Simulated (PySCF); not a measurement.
# CH5GaO (SMILES C[O][GaH2]): a chain of runs

Aim: a saddle-point search (HF-D3(0)/DZVP), then vibrational wavenumbers, then the intrinsic reaction coordinate (HF-D3(0)/DZVP), then a single-point energy (HF-D3(0)/DZVP), then a single-point energy (CCSD(T)/def2-SVP), then the energy of CH5GaO. The job is set up through a Python script.

The calculation is run with PySCF 2.14.0.

## 1. The structure to begin with

CH5GaO has 8 atoms, charge 0, and is taken as a singlet. SMILES: `C[O][GaH2]`. The run starts from this shape.

Bond lengths: C1–O2 1.402 Å, O2–Ga3 1.782 Å, C1–H4 1.096 Å, C1–H5 1.099 Å, C1–H6 1.096 Å, Ga3–H8 1.555 Å. Angles: C1–O2–Ga3 123.8°, O2–C1–H4 110.0°, O2–C1–H5 113.2°, O2–C1–H6 110.0°, O2–Ga3–H8 113.9°, H4–C1–H5 107.8°, H4–C1–H6 107.8°, H5–C1–H6 107.8°.

## 2. A saddle-point search at HF-D3(0)/DZVP (run 1)

Input file job.py:

```python
# C[O][GaH2]
from pyscf import gto
from pyscf.geomopt.geometric_solver import kernel as optimise

molecule = gto.M(
    atom='''
C       -0.616800       0.972600      -0.422900
O       -0.705300      -0.273500       0.213500
Ga       0.703200      -1.302000       0.579300
H       -1.200200       0.962000      -1.350600
H        0.414200       1.256200      -0.676600
H       -1.030600       1.754200       0.224300
H        0.998987       0.341319      -0.279666
H        0.341700      -2.636700       1.290100
''',
    spin=0,
    charge=0,
    verbose=3,
    basis='dzvp',
    max_memory=1860,
)

hf = molecule.RHF()
hf.disp = 'd3zero'
converged, mol_eq = optimise(hf, maxsteps=60, transition=True, hessian=True)
print('converged:', converged)
print(mol_eq.tostring())

hf.reset(mol_eq)
molecule = mol_eq
hf.kernel()
energy = hf.e_tot
print('E = %.10f Eh' % energy)
```

Command:

```bash
$ OMP_NUM_THREADS=1 python job.py
```

The program printed:

```text
converged SCF energy = -2038.26118540392

WARN: DFTD3 does not support analytical Hessian, using finite difference

WARN: Mole.unit (angstrom) is changed to Bohr

[... 63 lines left out ...]
converged SCF energy = -2038.26118540393
[... 29 lines left out ...]
Step    0 : Gradient = 4.883e-02/1.009e-01 (rms/max) Energy = -2038.2611854039
[... 121 lines left out ...]
converged SCF energy = -2038.26217608456
[... 131 lines left out ...]
converged SCF energy = -2038.26047928487
[... 135 lines left out ...]
converged SCF energy = -2038.26051905345
[... 123 lines left out ...]
Converged! =D
[... 1 line left out ...]
converged: True
C          -0.93238372        0.85453058       -0.32932354
O          -0.90256140       -0.27673923        0.23660580
Ga          0.82744198       -1.23533128        0.53228570
[... 4 lines of this table left out ...]
H           0.44167640       -2.61523354        1.26809975
converged SCF energy = -2038.26053537516
E = -2038.2605353752 Eh
```

Wall time 3.5 min (1 thread of Intel Xeon at 2.70GHz, shared host); peak memory 0.16 GiB.

Steps, from the record of the run:

| step | energy from the first frame kept (eV) | largest force (eV/Å) |
| --- | --- | --- |
| 0 | 0.0000 | 5.1888 |
| 1 | -0.0566 | 5.2004 |
| 2 | -0.1278 | 5.2013 |
| 3 | -0.2068 | 5.1639 |
| 4 | -0.2525 | 5.0295 |
| 5 | -0.1882 | 4.7651 |
| 6 | -0.0270 | 4.2852 |
| 7 | 0.1051 | 3.5184 |
| 8 | 0.1366 | 2.6499 |
| 9 | 0.1147 | 1.7189 |
| 10 | 0.0944 | 1.2917 |
| 11 | 0.0531 | 0.7080 |
| 12 | 0.0192 | 0.1054 |
| 13 | 0.0183 | 0.0632 |
| 14 | 0.0180 | 0.0868 |
| 15 | 0.0521 | 1.8988 |
| 16 | 0.0258 | 0.9272 |
| 17 | 0.0196 | 0.4737 |
| 18 | 0.0181 | 0.2295 |
| 19 | 0.0179 | 0.1227 |
| 20 | 0.0178 | 0.0578 |
| 21 | 0.0177 | 0.0129 |
| 22 | 0.0177 | 0.0100 |
| 23 | 0.0177 | 0.0015 |

After the run. Bond lengths: C1–O2 1.265 Å, O2–Ga3 2.000 Å, C1–H4 1.082 Å, C1–H6 1.082 Å, Ga3–H8 1.611 Å, H5–H7 0.897 Å. Angles: C1–O2–Ga3 121.0°, O2–C1–H4 119.2°, O2–C1–H6 119.2°, O2–Ga3–H8 105.7°, H4–C1–H6 116.6°.

## 3. The harmonic vibrations at HF-D3(0)/DZVP (run 2)

Input file run.py:

```python
from pyscf import gto, symm
from pyscf.hessian import thermo

molecule = gto.Mole()
molecule.atom = '''
C   -1.243411   1.618867  -0.680349
O   -1.213588   0.487597  -0.114419
Ga   0.516415  -0.470995   0.181261
H   -1.555248   1.683744  -1.714329
H    0.269064   1.905314  -0.987578
H   -1.378749   2.507135  -0.077704
H    0.892196   1.304817  -0.752666
H    0.130649  -1.850898   0.917075
'''
molecule.max_memory = 1860
molecule.charge = 0
molecule.spin = 0
molecule.verbose = 3
molecule.basis = 'dzvp'
molecule.build()

mf = molecule.RHF()
mf.disp = 'd3zero'
mf.kernel()

e_final = mf.e_tot
print('E = %.10f Eh' % e_final)
hess = mf.Hessian().kernel()
modes = thermo.harmonic_analysis(molecule, hess)
thermo.dump_normal_mode(molecule, modes)
symm.geom.TOLERANCE = 1e-3  # for the symmetry number
th = thermo.thermo(mf, modes['freq_au'], 298.15, 101325)
thermo.dump_thermo(molecule, th)
```

Command:

```bash
$ OMP_NUM_THREADS=1 python run.py
```

The program printed:

```text
converged SCF energy = -2038.260535375
E = -2038.2605353750 Eh

WARN: DFTD3 does not support analytical Hessian, using finite difference

WARN: Mole.unit (angstrom) is changed to Bohr

[... 86 lines left out ...]
Gibbs free energy [Eh] -2038.23681
```

It took 59 s on 1 thread of Intel Xeon at 2.70GHz, shared host; peak memory 0.15 GiB.

## 4. The intrinsic reaction coordinate at HF-D3(0)/DZVP (path step 0.1 bohr*amu^0.5) (run 3)

Input file calc.py:

```python
import numpy
from pyscf import gto, scf
from pyscf.hessian import thermo

mol = gto.M(
    atom='''
C   -0.932384   0.854531  -0.329324
O   -0.902561  -0.276739   0.236606
Ga   0.827442  -1.235331   0.532286
H   -1.244220   0.919414  -1.363292
H    0.580091   1.140978  -0.636553
H   -1.067721   1.742805   0.273333
H    1.203223   0.540481  -0.401641
H    0.441676  -2.615234   1.268100
''',
    max_memory=1860,
    charge=0,
    verbose=0,
    spin=0,
    basis='dzvp',
)

mf = scf.RHF(mol)
mf.disp = 'd3zero'
mf.kernel()
modes = thermo.harmonic_analysis(mol, mf.Hessian().kernel())
print('lowest modes (1/cm)', numpy.round(modes['freq_wavenumber'][:3], 1))
w = numpy.sqrt(mol.atom_mass_list(isotope_avg=True))[:, None]
mode = modes['norm_mode'][0] * w
mode /= numpy.linalg.norm(mode)
scanner = mf.nuc_grad_method().as_scanner()
x_ts, e_ts, ds = mol.atom_coords() * w, mf.e_tot, 0.1  # mass-weighted, bohr amu^1/2
path = []
for sign in (1, -1):
    x, e_old = x_ts + sign * ds * mode, e_ts
    for k in range(1, 13):
        e, g = scanner(mol.set_geom_(x / w, unit='bohr', inplace=False))
        if e > e_old:
            break
        path.append((sign * k * ds, e, x / w, g))
        d1 = -g / w / numpy.linalg.norm(g / w)
        g2 = scanner(mol.set_geom_((x + 0.5 * ds * d1) / w, unit='bohr', inplace=False))[1] / w  # midpoint rule
        x, e_old = x - ds * g2 / numpy.linalg.norm(g2), e
path.sort(key=lambda p: p[0])
print('s (bohr amu^1/2)   E - E(TS) (kcal/mol)')
for s, e, x, g in path:
    print('%7.2f %10.3f' % (s, (e - e_ts) * 627.5095))
for s, e, x, g in (path[0], path[-1]):
    print('end at s = %.2f' % s)
    print(mol.set_geom_(x, unit='bohr', inplace=False).tostring())
```

Command:

```bash
$ OMP_NUM_THREADS=1 python calc.py
```

The program printed:

```text
lowest modes (1/cm) [  0. +1406.2j 187.1   +0.j  374.6   +0.j ]
s (bohr amu^1/2)   E - E(TS) (kcal/mol)
  -1.20    -41.768
  -1.10    -37.271
  -1.00    -32.442
  -0.90    -27.394
  -0.80    -22.285
  -0.70    -17.313
  -0.60    -12.688
  -0.50     -8.619
  -0.40     -5.280
  -0.30     -2.782
  -0.20     -1.135
  -0.10     -0.258
   0.10     -0.212
   0.20     -0.759
   0.30     -1.521
   0.40     -2.408
   0.50     -3.363
   0.60     -4.357
   0.70     -5.377
   0.80     -6.378
   0.90     -7.331
   1.00     -8.353
   1.10     -9.316
   1.20    -10.333
end at s = -1.20
C          -0.88243299        0.88418476       -0.34962983
O          -0.89717218       -0.30542745        0.25045781
Ga          0.82224534       -1.22927448        0.52979945
H          -1.34157674        0.91524361       -1.33475920
H           0.20843900        1.15076061       -0.60139065
H          -1.16779345        1.72595696        0.27666591
H           1.35472089        0.20795485       -0.25068903
H           0.53797900       -2.58840022        1.24421552
end at s = 1.20
C          -1.00452585        0.84072262       -0.31459793
O          -0.91734584       -0.24325144        0.22135274
Ga          0.83876346       -1.24754985        0.53721227
H          -1.18314250        0.92345521       -1.38006173
H           0.86099739        1.36579194       -0.77994663
H          -1.00526165        1.75334358        0.26946053
H           1.29121246        0.77030194       -0.52675474
H           0.26042600       -2.60625460        1.28313022
```

Wall time 6.8 min (1 thread of Intel Xeon at 2.70GHz, shared host); peak memory 0.16 GiB.

Steps, from the record of the run:

| step | energy from the first frame kept (eV) | largest force (eV/Å) |
| --- | --- | --- |
| 0 | 0.0000 | 3.8931 |
| 1 | 0.1950 | 4.0539 |
| 2 | 0.4044 | 4.4009 |
| 3 | 0.6233 | 4.5904 |
| 4 | 0.8448 | 4.5970 |
| 5 | 1.0605 | 4.4117 |
| 6 | 1.2610 | 4.0380 |
| 7 | 1.4375 | 3.4929 |
| 8 | 1.5823 | 2.8143 |
| 9 | 1.6906 | 2.0619 |
| 10 | 1.7620 | 1.2988 |
| 11 | 1.8001 | 0.5840 |
| 12 | 1.8021 | 0.5023 |
| 13 | 1.7783 | 0.8551 |
| 14 | 1.7453 | 1.0963 |
| 15 | 1.7068 | 1.3304 |
| 16 | 1.6654 | 1.5167 |
| 17 | 1.6223 | 1.6618 |
| 18 | 1.5781 | 1.7692 |
| 19 | 1.5347 | 1.8410 |
| 20 | 1.4933 | 1.8878 |
| 21 | 1.4490 | 1.9360 |
| 22 | 1.4073 | 1.9671 |
| 23 | 1.3632 | 1.9950 |

## 5. A single-point energy at HF-D3(0)/DZVP (run 4)

Input file input.py:

```python
from pyscf import gto

mol = gto.M(
    atom='''
C       -0.616800       0.972600      -0.422900
O       -0.705300      -0.273500       0.213500
Ga       0.703200      -1.302000       0.579300
H       -1.200200       0.962000      -1.350600
H        0.414200       1.256200      -0.676600
H       -1.030600       1.754200       0.224300
H        2.093900      -0.732800       0.142900
H        0.341700      -2.636700       1.290100
''',
    charge=0,
    max_memory=1860,
    verbose=3,
    basis='dzvp',
)

mf = mol.RHF()
mf.disp = 'd3zero'
mf.kernel()

energy = mf.e_tot
print('E(%s) = %.9f' % ('HF', energy))
```

Command:

```bash
$ OMP_NUM_THREADS=1 python input.py
```

The program printed:

```text
converged SCF energy = -2038.39000775653
E(HF) = -2038.390007757
```

It took 3.3 s on 1 thread of Intel Xeon at 2.70GHz, shared host; peak memory 0.14 GiB.

## 6. A single-point energy at CCSD(T)/def2-SVP (sfX2C) (run 5)

Input file calc.py:

```python
from pyscf import gto, cc

mol = gto.M(
    atom=[
    ('C', (-0.932384, 0.854531, -0.329324)),
    ('O', (-0.902561, -0.276739, 0.236606)),
    ('Ga', (0.827442, -1.235331, 0.532286)),
    ('H', (-1.244220, 0.919414, -1.363292)),
    ('H', (0.580091, 1.140978, -0.636553)),
    ('H', (-1.067721, 1.742805, 0.273333)),
    ('H', (1.203223, 0.540481, -0.401641)),
    ('H', (0.441676, -2.615234, 1.268100)),
],
    charge=0,
    max_memory=1860,
    basis='def2-svp',
    spin=0,
    verbose=3,
)

calc0 = mol.RHF()
calc0 = calc0.sfx2c1e()
calc0.kernel()

mycc = cc.CCSD(calc0, frozen=11)
mycc.kernel()
e_t = mycc.ccsd_t()
e_tot = mycc.e_tot + e_t
print('E(%s) = %.9f' % ('CCSD(T)', e_tot))
```

Command:

```bash
$ OMP_NUM_THREADS=1 python calc.py
```

The program printed:

```text
converged SCF energy = -2053.53317563138
E(CCSD) = -2054.123559747452  E_corr = -0.5903841160703612
CCSD(T) correction = -0.0220479210161399
E(CCSD(T)) = -2054.145607668
```

Run time: 34 s. Hardware: 1 thread of Intel Xeon at 2.70GHz, shared host; peak memory 0.41 GiB.

## 7. A single-point energy at CCSD(T)/def2-SVP (sfX2C) (run 6)

Input file input.py:

```python
from pyscf import gto, cc

molecule = gto.Mole()
molecule.atom = [
    ('C', (-0.616800, 0.972600, -0.422900)),
    ('O', (-0.705300, -0.273500, 0.213500)),
    ('Ga', (0.703200, -1.302000, 0.579300)),
    ('H', (-1.200200, 0.962000, -1.350600)),
    ('H', (0.414200, 1.256200, -0.676600)),
    ('H', (-1.030600, 1.754200, 0.224300)),
    ('H', (2.093900, -0.732800, 0.142900)),
    ('H', (0.341700, -2.636700, 1.290100)),
]
molecule.symmetry = True
molecule.max_memory = 1860
molecule.charge = 0
molecule.spin = 0
molecule.verbose = 3
molecule.basis = 'def2-svp'
molecule.build()

myscf = molecule.RHF()
myscf = myscf.x2c()
myscf.kernel()

mycc = cc.CCSD(myscf, frozen=11)
mycc.kernel()
e_t = mycc.ccsd_t()
etot = mycc.e_tot + e_t
print(f'total energy: {etot:.8f} hartree')
```

Command:

```bash
$ OMP_NUM_THREADS=1 python input.py
```

The program printed:

```text
converged SCF energy = -2053.66188449586
E(CCSD) = -2054.232767575557  E_corr = -0.5708830796967488
CCSD(T) correction = -0.0161413743334026
total energy: -2054.24890895 hartree
```

It took 32 s on 1 thread of Intel Xeon at 2.70GHz, shared host; peak memory 0.41 GiB.

## 8. Results

```
                                                             quantity                   value
                        run 1, HF-D3(0)/DZVP: total energy at the end          -2038.26054 Eh
                                  run 1, HF-D3(0)/DZVP: dipole moment                  1.50 D
                                    run 1, HF-D3(0)/DZVP: HOMO energy                -7.58 eV
                                    run 1, HF-D3(0)/DZVP: LUMO energy                 1.09 eV
                                  run 1, HF-D3(0)/DZVP: HOMO–LUMO gap                 8.67 eV
                              run 1, HF-D3(0)/DZVP: dispersion energy            -9.90 kJ/mol
                     run 2, HF-D3(0)/DZVP: lowest harmonic wavenumber  1406i cm⁻¹ (imaginary)
                    run 2, HF-D3(0)/DZVP: highest harmonic wavenumber               3350 cm⁻¹
                     run 3, HF-D3(0)/DZVP: energy at the saddle point          -2038.26054 Eh
                                   run 4, HF-D3(0)/DZVP: total energy          -2038.39001 Eh
                                  run 4, HF-D3(0)/DZVP: dipole moment                  1.60 D
                                    run 4, HF-D3(0)/DZVP: HOMO energy               -11.69 eV
                                    run 4, HF-D3(0)/DZVP: LUMO energy                 1.15 eV
                                  run 4, HF-D3(0)/DZVP: HOMO–LUMO gap                12.84 eV
                              run 4, HF-D3(0)/DZVP: dispersion energy            -8.43 kJ/mol
                                run 5, CCSD(T)/def2-SVP: total energy          -2054.14561 Eh
        run 5, CCSD(T)/def2-SVP: dipole moment (Hartree–Fock density)                  1.84 D
         run 5, CCSD(T)/def2-SVP: HOMO energy (Hartree–Fock orbitals)                -7.50 eV
         run 5, CCSD(T)/def2-SVP: LUMO energy (Hartree–Fock orbitals)                 1.54 eV
       run 5, CCSD(T)/def2-SVP: HOMO–LUMO gap (Hartree–Fock orbitals)                 9.04 eV
run 5, CCSD(T)/def2-SVP: correlation energy (11 core orbitals frozen)              -612.4 mEh
                              run 5, CCSD(T)/def2-SVP: (T) correction              -22.05 mEh
                               run 5, CCSD(T)/def2-SVP: T1 diagnostic                   0.021
                                run 6, CCSD(T)/def2-SVP: total energy          -2054.24891 Eh
        run 6, CCSD(T)/def2-SVP: dipole moment (Hartree–Fock density)                  1.46 D
         run 6, CCSD(T)/def2-SVP: HOMO energy (Hartree–Fock orbitals)               -11.58 eV
```

Mulliken charges (run 1, HF-D3(0)/DZVP) run from -0.60 on O2 to +0.26 on Ga3; they depend strongly on the basis. 1 mode is imaginary (lowest 1406i cm⁻¹): a first-order saddle point. Mulliken charges (run 2, HF-D3(0)/DZVP) run from -0.60 on O2 to +0.26 on Ga3; they depend strongly on the basis. Mulliken charges (run 4, HF-D3(0)/DZVP) run from -0.79 on O2 to +0.44 on Ga3; they depend strongly on the basis. The T1 diagnostic (run 5, CCSD(T)/def2-SVP) of 0.021 is above the customary mark for such species, so a single reference may not serve. The triples (run 5, CCSD(T)/def2-SVP) make up 3.6 % of the correlation energy.
